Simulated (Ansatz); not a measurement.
# HfOs: a trigonal deformation path

An exercise on one series of results from a longer session: the logs are not shown, and one member is left open.

Computed with Ansatz 0.2.0 (DFT PBEsol, scalar-relativistic, plane waves, PAW, unless a step's input says otherwise).

### The starting structure

Symmetry: Pm-3m, No. 221, cubic system. Conventional cell: a = 3.239 Å, b = 3.239 Å, c = 3.239 Å, α = 90.00°, β = 90.00°, γ = 90.00°. Hf (site symmetry m-3m) has 8 Os at 2.81 Å in its first shell of neighbours. Os (site symmetry m-3m) is surrounded by 8 Hf at 2.81 Å.

Coordinates:

```
Hf Os
1.0
     3.23900    0.00000    0.00000
     0.00000    3.23900    0.00000
     0.00000    0.00000    3.23900
Hf Os
1 1
Direct
  0.00000 0.00000 0.00000
  0.50000 0.50000 0.50000
```

No relaxation comes first: the listed cell is the starting point.

### Zero of energy

Reference values: F = -26850.3762 eV; pressure -3.17 GPa; largest force 0.000 eV/Å; gap on the mesh none (metal). It was computed beforehand with the settings of the runs below.

The first run:

At fixed volume and fractional coordinates, lengths along (0.577, 0.577, 0.577) are scaled against those across it; ρ is that ratio over its starting value.

File input.yaml:

```yaml
crystal:
  lattice:
    - [3.4007369005, -0.6801473801, -0.6801473801]
    - [-0.6801473801, 3.4007369005, -0.6801473801]
    - [-0.6801473801, -0.6801473801, 3.4007369005]
  atoms:
    - { symbol: Hf, position: [0.0, 0.0, 0.0] }
    - { symbol: Os, position: [0.5, 0.5, 0.5] }
basis:
  ecutwfc: 420
kpoints:
  mp_grid: { grid: [16, 16, 16] }
hamiltonian:
  xc: pbesol
scf:
  occupations: { method: gaussian, width: 0.15 }
output:
  forces: true
  stress: true
  eigenvalues: true
```

On the command line:

```bash
$ ansatz run input.yaml --threads 1 --pin off --max-ram 2560MiB --backend cpu --events-out ev --progress --plain --runs-dir out
```

Steps of the session up to this table: Point ρ = 0.500; ρ = 2.000; Point ρ = 0.710; At ρ = 1.410; At ρ = 0.600; Point ρ = 0.850; ρ = 1.200; At ρ = 1.700; At ρ = 0.930; ρ = 1.080.

One table of the session follows, with a row left open; its other results are not shown here.

| ρ | ΔE (meV/atom) | pressure (GPa) |
| --- | --- | --- |
| 0.500 | 10310.7 | 221.2 |
| 0.600 | ? | ? |
| 0.710 | 1483.5 | 32.1 |
| 0.850 | 259.3 | 2.9 |
| 0.930 | 45.1 | -2.1 |
| 1.000 | 0.0 | -3.2 |
| 1.080 | 41.3 | -2.2 |
| 1.200 | 207.6 | 1.8 |
| 1.410 | 617.4 | 11.3 |
| 1.700 | 1060.5 | 21.1 |
| 2.000 | 1185.9 | 23.5 |

Q: Estimate the row for ρ = 0.600 from the others.

Worked estimate for «ΔE (meV/atom)». A straight line through the neighbours (0.500, 10310.7) and (0.710, 1483.5) gives 10310.7 + (1483.5 − 10310.7) × (0.600 − 0.500) / (0.710 − 0.500) = 6107.3; a parabola fitted to 3 rows on both sides gives 5061.0.

As computed: ΔE (meV/atom): 4134.9; pressure (GPa): 86.8. In «ΔE (meV/atom)» the line misses by +1972.4 and the parabola by +926.1.
